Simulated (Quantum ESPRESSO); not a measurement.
## SiC4: zone-centre phonons under several settings

```
Si C
1.0
    -2.18822    2.18822    2.18822
     2.18822   -2.18822    2.18822
     2.18822    2.18822   -2.18822
Si C
1 4
Direct
  0.00000 0.00000 0.00000
  0.00000 0.00000 0.50000
  0.00000 0.50000 0.00000
  0.50000 0.00000 0.00000
  0.50000 0.50000 0.50000
```

The cell was built by a generator and needn't be a form met in nature.

All runs used Quantum ESPRESSO 7.5; k mesh 9 × 9 × 9; relaxed cell; no spin polarisation; cutoff 1116 eV; occupations cold, width 0.2 eV.

| level | potentials | volume (Å³/atom) | pressure (GPa) | lowest optical mode without the field (cm⁻¹) | highest optical mode without the field (cm⁻¹) |
| --- | --- | --- | --- | --- | --- |
| LDA | PseudoDojo 0.4.1 SR LDA standard | ? | -0.1 | ? | ? |
| PBE | PseudoDojo 0.4.1 SR PBE standard | 8.43 | 0.0 | 568i | 870 |
| PBEsol | PseudoDojo 0.4.1 SR PBEsol standard | 8.15 | 0.0 | 578i | 934 |
| BLYP | PseudoDojo 0.4.1 SR PBE standard | 8.97 | 0.1 | 556i | 748 |
| WC | PseudoDojo 0.4.1 SR PBE standard | 8.27 | 0.0 | 572i | 909 |
| revPBE | PseudoDojo 0.4.1 SR PBE standard | 8.48 | 0.0 | 568i | 857 |
| vdW-DF-cx | PseudoDojo 0.4.1 SR PBE standard | 8.35 | 0.0 | 568i | 895 |

What stands in the row left open?

Volume 7.88 Å³/atom; lowest optical mode without the field 586i cm⁻¹; highest optical mode without the field 971 cm⁻¹.

Values marked i are imaginary: the cell is unstable against those modes at that level, or the meshes are too thin.

Caveats: some modes are imaginary; the potentials were made for another functional, which shifts forces and pressure (some runs).

For the row left open. Caveat: some modes are imaginary.
